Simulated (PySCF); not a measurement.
# C2H4BBr: the cost of one run

Computed with PySCF 2.14.0, with density-fitted response routines of our own, on a single molecule in the gas phase. Atoms are numbered from 0 throughout.

### Step 1. The starting structure

8 atoms, charge 0, multiplicity 1; geometry from: PBE0-D3(BJ)/def2-SVP.

Bonds of the start (Å): B0–C1 1.54, C1–C2 1.35, C2–Br3 1.87, B0–H4 1.21, B0–H5 1.21, C1–H6 1.10, C2–H7 1.09.

### Step 2. Excited states and response: B3LYP/def2-SVPD

What the job is given:

```
{"job": {"kind": "uv", "xc": "B3LYP", "basis": "def2-SVPD", "ip": true}, "charge": 0, "multiplicity": 1}
B     -1.333547     0.134974     0.052712
C      0.039512    -0.562815     0.111726
C      1.245593    -0.000433    -0.093298
Br     1.573990     1.793254    -0.511745
H     -2.335448    -0.489636     0.310544
H     -1.419537     1.299896    -0.249162
H      0.099018    -1.633389     0.346815
H      2.182559    -0.562645    -0.030894
```

Method: TDDFT B3LYP/def2-SVPD, vertical, gas phase, core orbitals frozen in the response.

Started as:

```bash
> OMP_NUM_THREADS=1 python probes_run.py task.json out
```

One launch serves the whole session: the jobs run in the order shown.

**Question.** How long does this first job take on 1 thread of Arm Neoverse V2, shared host, and how much memory does it need?

About 55 s, with a peak of 0.66 GiB.
